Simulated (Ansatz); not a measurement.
**TaCH2 (quartet): geometry optimisation**

Aim: relax a generated start of TaCH2 (quartet) and see which bonds hold.

Method: UKS PBE0/def2-TZVP; program: Ansatz 0.2.0, Gaussian basis.

**1. Where the work starts**

4 atoms, charge 0, spin multiplicity 4.

Atoms are counted from 1 here; the program's logs count them from 0.

Bond lengths: Ta1–C2 2.144 Å, C2–H3 1.088 Å, C2–H4 1.088 Å. Angles: Ta1–C2–H3 122.4°, Ta1–C2–H4 122.4°, H3–C2–H4 115.2°.

Geometry (Å):

```
Ta   -0.1602    0.0001    0.0016
C     1.9834   -0.0010   -0.0199
H     2.5665    0.9173   -0.0284
H     2.5656   -0.9198   -0.0232
```

The start was built by rule and, where that kept it together, relaxed with GFN2-xTB. Sticks and bond lists go by distance. No spin-orbit coupling is included. Elements past krypton take def2 core potentials.

**2. The run**

File in.yaml:

```yaml
crystal:
  periodic: [false, false, false]
  atoms:
    - {symbol: Ta, position_ang: [-0.160241, 0.000077, 0.001609]}
    - {symbol: C, position_ang: [1.983425, -0.000956, -0.019915]}
    - {symbol: H, position_ang: [2.566477, 0.917324, -0.028364]}
    - {symbol: H, position_ang: [2.565644, -0.919799, -0.023166]}
basis:
  gaussian: {orbitals: def2-TZVP}
magnetization: {spin_polarized: true, initial_magnetization: 3}
hamiltonian: {xc: pbe0}
relax: {f_tol: 0.004, max_steps: 80}
```

Command:

```console
$ ansatz run in.yaml --threads 1 --pin off --events-out ev --progress --plain --max-ram 2176MiB
```

**Question.** What will these runs give? Wanted: energy gained; shift from the start; total energy; dipole moment; ⟨S²⟩.

As calculated:

```
                  quantity          value
                     steps             16
             energy gained       0.520 eV
shift from the start (rms)        0.359 Å
              total energy  -2614.9796 eV
             dipole moment         2.75 D
                      ⟨S²⟩          3.802
```

In words: By distance, Ta1–H3 formed. Ta1–H3 went from 2.877 to 2.069 Å. No vibrations were run, so this is a stationary point, not a proven minimum, and this spin need not be the ground state's.
